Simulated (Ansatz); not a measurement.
# BFH4SSi: the cost of one run

All numbers below are computed with Ansatz 0.2.0 (RKS PBE-D4/cc-pVDZ).

## Step 1: The structure to begin with

Bond lengths: F1–B2 1.326 Å, B2–Si3 1.985 Å, B2–S4 1.798 Å, Si3–H5 1.467 Å, Si3–H6 1.465 Å, Si3–H7 1.471 Å, S4–H8 1.330 Å. Angles: F1–B2–Si3 120.2°, F1–B2–S4 114.3°, Si3–B2–S4 125.5°, B2–Si3–H5 111.7°, B2–Si3–H6 112.7°, B2–Si3–H7 111.1°, H5–Si3–H6 107.4°, H5–Si3–H7 106.3°, H6–Si3–H7 107.3°, B2–S4–H8 97.9°.

As a file:

```xyz
8

F    -1.9931    0.0545    0.9663
B    -0.8683   -0.3770    0.4119
Si    0.5048    0.9192   -0.2020
S    -0.7520   -2.1654    0.2710
H     0.1187    1.5607   -1.4636
H     0.7527    1.9837    0.7731
H     1.7905    0.2499   -0.4550
H     0.4466   -2.2257   -0.3016
```

## Step 2: End point A

The input, input.yaml:

```yaml
crystal:
  periodic: [false, false, false]
  atoms:
    - { symbol: F, position_ang: [-1.99308, 0.05448, 0.9663] }
    - { symbol: B, position_ang: [-0.86827, -0.37695, 0.41186] }
    - { symbol: Si, position_ang: [0.5048, 0.91921, -0.20202] }
    - { symbol: S, position_ang: [-0.75202, -2.16535, 0.27095] }
    - { symbol: H, position_ang: [0.11873, 1.56066, -1.46361] }
    - { symbol: H, position_ang: [0.75271, 1.98371, 0.77312] }
    - { symbol: H, position_ang: [1.79053, 0.24994, -0.45504] }
    - { symbol: H, position_ang: [0.44659, -2.22569, -0.30157] }
basis:
  gaussian: { orbitals: cc-pVDZ }
hamiltonian:
  xc: pbe
  dispersion: d4
relax:
  f_tol: 0.015
  max_steps: 40
```

The run is started by

```console
ansatz run input.yaml --threads 1 --pin off --max-ram 2048MiB --backend cpu --events-out ev --progress --plain --runs-dir out
```

What time and memory should one allow on 1 thread of Arm Neoverse V1, shared host?

About 39 s, with a peak of 0.14 GiB.
